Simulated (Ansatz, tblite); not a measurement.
# The cluster Zr3H2O7: a ladder of methods and basis sets

How do method and basis change the picture of the cluster Zr3H2O7 (singlet)?

Program: Ansatz 0.2.0, Gaussian basis. Level of theory: as each input shows. These are calculated values, not measurements.

Plan: GFN1-xTB, GFN2-xTB, PBE-D4/def2-TZVP, r2SCAN-D4/def2-TZVP, B97M-V/def2-TZVP, B2PLYP/def2-TZVP, HF/def2-TZVP, PBE-D4/def2-SVP, PBE0-D4/def2-SVP, PBE0-D4/def2-TZVPD, PBE-D4/def2-TZVPD, B97M-V/def2-TZVPD, MP2/def2-TZVP, RPA/def2-TZVP.

5 further runs of the same task are left out: 1 that didn't finish, 4 set aside as unsound or not needed. Runs told in other sessions of the task aren't counted.

## Step 1: The structure

The singlet was relaxed beforehand with PBE0-D4/def2-SVP. At that level it is the lowest of the isomers that a small search found.

12 atoms, charge 0, spin multiplicity 1.

Bond lengths: Zr1–O4 1.750 Å, Zr1–O5 2.276 Å, Zr1–O6 2.196 Å, Zr1–O8 2.293 Å, Zr1–O9 2.067 Å, Zr2–O5 2.065 Å, Zr2–O6 2.117 Å, Zr2–O7 1.925 Å, Zr2–O8 2.096 Å, Zr2–O10 1.970 Å, Zr3–O5 2.019 Å, Zr3–O9 1.897 Å, Zr3–O10 1.967 Å, Zr3–H12 1.906 Å, O7–H11 0.957 Å. Angles: O4–Zr1–O5 129.2°, O4–Zr1–O6 115.4°, O4–Zr1–O8 138.2°, O4–Zr1–O9 116.4°, O5–Zr1–O6 73.4°, O5–Zr1–O8 81.4°, O5–Zr1–O9 75.4°, O6–Zr1–O8 38.4°, O6–Zr1–O9 128.2°, O8–Zr1–O9 97.0°, O5–Zr2–O6 79.5°, O5–Zr2–O7 126.9°, O5–Zr2–O8 91.4°, O5–Zr2–O10 79.7°, O6–Zr2–O7 113.9°, O6–Zr2–O8 41.1°, O6–Zr2–O10 129.8°, O7–Zr2–O8 133.5° and more.

Zr takes a core potential in the def2 sets. No spin-orbit coupling is included.

PBE0-D4/def2-TZVP was run before; its log isn't repeated, and its numbers join the tables.

## Step 2: GFN1-xTB

Tight binding, by tblite at 300 K electronic temperature and without a spin-polarisation term:

```python
tblite.interface.Calculator('GFN1-xTB', numbers, positions, charge=0, uhf=0).singlepoint()
```

Energy -1048.0886 eV, HOMO -11.38 eV, LUMO -8.62 eV; 0.014 s.

## Step 3: GFN2-xTB

Tight binding, by tblite at 300 K electronic temperature and without a spin-polarisation term:

```python
tblite.interface.Calculator('GFN2-xTB', numbers, positions, charge=0, uhf=0).singlepoint()
```

Energy -938.1383 eV, HOMO -10.67 eV, LUMO -7.76 eV; 0.011 s.

## Step 4: PBE-D4/def2-TZVP

start.molden holds the orbitals of an earlier run on this state, given as this run's starting guess.

File in.yaml:

```yaml
crystal:
  periodic: [false, false, false]
  atoms:
    - {symbol: Zr, position_ang: [-1.394951, 1.556410, 0.109615]}
    - {symbol: Zr, position_ang: [0.688449, -0.577071, -0.974618]}
    - {symbol: Zr, position_ang: [-0.285431, -0.744468, 1.910223]}
    - {symbol: O, position_ang: [-1.932338, 3.212567, 0.286238]}
    - {symbol: O, position_ang: [0.591637, 0.618699, 0.706145]}
    - {symbol: O, position_ang: [-0.328676, 1.106377, -1.756785]}
    - {symbol: O, position_ang: [2.270281, -1.059547, -1.960496]}
    - {symbol: O, position_ang: [-1.252195, -0.026745, -1.542491]}
    - {symbol: O, position_ang: [-1.870276, 0.266518, 1.653627]}
    - {symbol: O, position_ang: [0.098522, -1.897157, 0.362988]}
    - {symbol: H, position_ang: [3.031246, -1.362960, -2.455405]}
    - {symbol: H, position_ang: [0.383723, -1.092634, 3.660960]}
basis:
  gaussian: {orbitals: def2-TZVP, initial_orbitals: start.molden}
hamiltonian: {xc: pbe, dispersion: d4}
scf: {omitted_lower_state_checks: [starts]}
output: {orbitals: {seedname: orbitals}}
```

Launch:

```bash
$ ansatz run in.yaml --threads 4 --pin off --events-out ev --progress --plain --max-ram 4787MiB
```

After this run come: r2SCAN-D4/def2-TZVP; B97M-V/def2-TZVP; B2PLYP/def2-TZVP; HF/def2-TZVP; PBE-D4/def2-SVP; PBE0-D4/def2-SVP; PBE0-D4/def2-TZVPD; PBE-D4/def2-TZVPD; B97M-V/def2-TZVPD; MP2/def2-TZVP; RPA/def2-TZVP.

**Question.** What will the summary of the whole plan be? Wanted: gap in def2-TZVP, named functionals and Hartree-Fock, smallest and largest; correlation energy, MP2/def2-TZVP; binding an atom, functionals in def2-TZVP; PBE0 total energy, smallest basis above largest.

As calculated:

| quantity | value |
| --- | --- |
| gap in def2-TZVP, named functionals and Hartree-Fock, smallest and largest | 3.48 eV (PBE-D4), 11.97 eV (HF) |
| correlation energy, MP2/def2-TZVP | -71.57 eV |
| binding an atom, functionals in def2-TZVP | 5.26 (PBE0-D4) to 5.32 eV (B97M-V) |
| PBE0 total energy, smallest basis above largest | 18.02 eV (def2-SVP, def2-TZVPD) |

In words: Orbital gaps of the named functionals and Hartree-Fock in def2-TZVP span 3.48 eV (PBE-D4) to 11.97 eV (HF); exact exchange widens it.
